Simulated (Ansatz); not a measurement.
# CaAs2Pd2: properties at the relaxed cell

The task here is to estimate one member of a computed series from the others.

Method: DFT r2SCAN, scalar-relativistic, plane waves, PAW, in Ansatz 0.2.0.

1 further run of the same task is left out (set aside as unsound or not needed).

## The structure to begin with

Symmetry: I4/mmm, No. 139, tetragonal system. The conventional cell has a = 4.299 Å, b = 4.299 Å, c = 10.236 Å, α = 90.00°, β = 90.00°, γ = 90.00°. Ca (site symmetry 4/mmm) has 8 As at 3.28 Å and 8 Pd at 3.34 Å as nearest neighbours. Around As (site symmetry 4mm) lie 1 As at 2.45 Å and 4 Pd at 2.53 Å and 4 Ca at 3.28 Å. Pd (site symmetry -4m2) is surrounded by 4 As at 2.53 Å.

Coordinates:

```xyz
5
Lattice="-2.1496 2.1496 5.1178 2.1496 -2.1496 5.1178 2.1496 2.1496 -5.1178" Properties=species:S:1:pos:R:3 pbc="T T T"
Ca    0.0000    0.0000    0.0000
As    0.0000    0.0000    3.8924
As    0.0000    0.0000    6.3432
Pd    0.0000    2.1496    2.5589
Pd    2.1496    0.0000    2.5589
```

It goes back to an entry of the Materials Project.

It is the result of an earlier relaxation at this level (volume 18.92 Å³/atom; gap on the mesh: none (metal)).

The first run:

Contents of input.yaml:

```yaml
crystal:
  lattice:
    - [-2.1278507149, 2.1278507149, 5.0660745228]
    - [2.1278507149, -2.1278507149, 5.0660745228]
    - [2.1278507149, 2.1278507149, -5.0660745228]
  atoms:
    - { symbol: Ca, position: [0.0, 0.0, 0.0] }
    - { symbol: As, position: [0.3802809163, 0.3802809163, 0.0] }
    - { symbol: As, position: [0.6197190837, 0.6197190837, 0.0] }
    - { symbol: Pd, position: [0.75, 0.25, 0.5] }
    - { symbol: Pd, position: [0.25, 0.75, 0.5] }
basis:
  ecutwfc: 500
kpoints:
  mp_grid: { grid: [12, 12, 12] }
hamiltonian:
  xc: r2scan
scf:
  occupations: { method: gaussian, width: 0.1 }
output:
  forces: true
  stress: true
  eigenvalues: true
relax:
  adjacent_minimum: "off"
  f_tol: 0.01
  max_steps: 30
  cell: { stress_tol: 0.1, fix: [volume] }
```

Command:

```console
ansatz run input.yaml --threads 2 --pin off --max-ram 5120MiB --backend cpu --events-out ev --progress --plain --runs-dir out
```

Among the steps run: Point at V/V0 = 0.97; The cell scaled to 1.03 of its volume; Volume × 0.94; Point at V/V0 = 1.06; Volume × 0.91; Point at V/V0 = 1.10; Point at V/V0 = 0.88.

One table of the session follows, with a row left open; its other results are not shown here.

It belongs to the step «Equation of state». 

```
volume (Å³/atom)  energy above the lowest point (meV/atom)  pressure (GPa)
          16.648                                     105.4           16.84
          17.215                                      55.5           11.46
          17.783                                      23.2            6.95
          18.350                                       5.5            3.17
          18.918                                       0.0            0.00
          19.485                                       4.9           -2.67
          20.053                                         ?               ?
          20.810                                      47.4           -7.26
```

**Question.** Estimate the row for volume (Å³/atom) = 20.053.

Worked estimate for «energy above the lowest point (meV/atom)». A straight line through the neighbours (19.485, 4.9) and (20.810, 47.4) gives 4.9 + (47.4 − 4.9) × (20.053 − 19.485) / (20.810 − 19.485) = 23.1; a parabola fitted to 3 rows on both sides gives 17.8.

As computed: energy above the lowest point (meV/atom): 18.4; pressure (GPa): -4.89. In «energy above the lowest point (meV/atom)» the line misses by +4.7 and the parabola by -0.6.
